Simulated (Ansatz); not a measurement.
Relaxation of a periodic cell of 13 atoms, LiRu12 (host Ru, host structure hcp, interstitial Li), to a largest force component of 0.03 eV/Å in at most 60 steps.

These are results of DFT PBE, scalar-relativistic, plane waves, PAW (Ansatz 0.2.0), not measurements. Settings: cutoff 420 eV, k mesh 4x3x4, gaussian smearing 0.15 eV, no spin polarisation.

```xyz
13
Lattice="5.4000 0.0000 0.0000 -4.0500 7.0148 0.0000 0.0000 0.0000 4.2768" Properties=species:S:1:pos:R:3
Ru 0.000 0.000 0.000
Ru 0.000 1.559 2.138
Ru -1.350 2.338 0.000
Ru -1.350 3.897 2.138
Ru -2.700 4.677 0.000
Ru -2.700 6.235 2.138
Ru 2.700 0.000 0.000
Ru 2.700 1.559 2.138
Ru 1.350 2.338 0.000
Ru 1.350 3.897 2.138
Ru 0.000 4.677 0.000
Ru 0.000 6.235 2.138
Li 1.328 3.923 3.783
```

**Question.** Where does it end, and by what steps?

**Answer.** It converged. Limits of this set-up: coarse k mesh. After 12 steps the energy has fallen by 7.561 eV; Li13 moved furthest, 1.56 Å. The start is strongly strained (largest force component 10 eV/Å), so its close contacts needn't be bonds. Parted: Ru1–Li13 (3.13 → 4.26 Å), Ru12–Li13 (3.13 → 4.25 Å).

```
step  energy less start (eV)  largest force component (eV/Å)  accepted
   0                  0.0000                           9.942       yes
   1                 -3.5411                           5.849       yes
   2                 -5.5089                           0.941       yes
   3                 -5.8436                           0.534       yes
   4                 -6.0853                           0.770       yes
   5                 -6.2216                           1.019       yes
   6                 -6.2398                           1.357       yes
   7                 -6.6939                           1.153       yes
   8                 -7.0716                           0.482       yes
   9                 -7.3199                           0.372       yes
  10                 -7.5039                           0.211       yes
  11                 -7.5593                           0.063       yes
  12                 -7.5608                           0.014       yes
```

```xyz
13
Lattice="5.4000 0.0000 0.0000 -4.0500 7.0148 0.0000 0.0000 0.0000 4.2768" Properties=species:S:1:pos:R:3
Ru -0.106 0.062 0.033
Ru -0.107 1.622 2.257
Ru -1.355 2.324 0.156
Ru -1.361 4.052 2.072
Ru -2.808 4.881 0.135
Ru -2.805 6.300 2.220
Ru 2.594 0.059 0.009
Ru 2.598 1.479 2.094
Ru 1.150 2.306 0.154
Ru 1.143 4.036 2.069
Ru -0.104 4.737 -0.031
Ru -0.105 6.297 2.195
Li 2.593 3.181 3.251
```

Whether the end is a true minimum wasn't checked by a vibrational analysis.

Time of the run: 100 s on 4 threads of Intel(R) Xeon(R) Platinum 8488C (Sapphire Rapids) (shared host), peak memory 0.95 GiB.
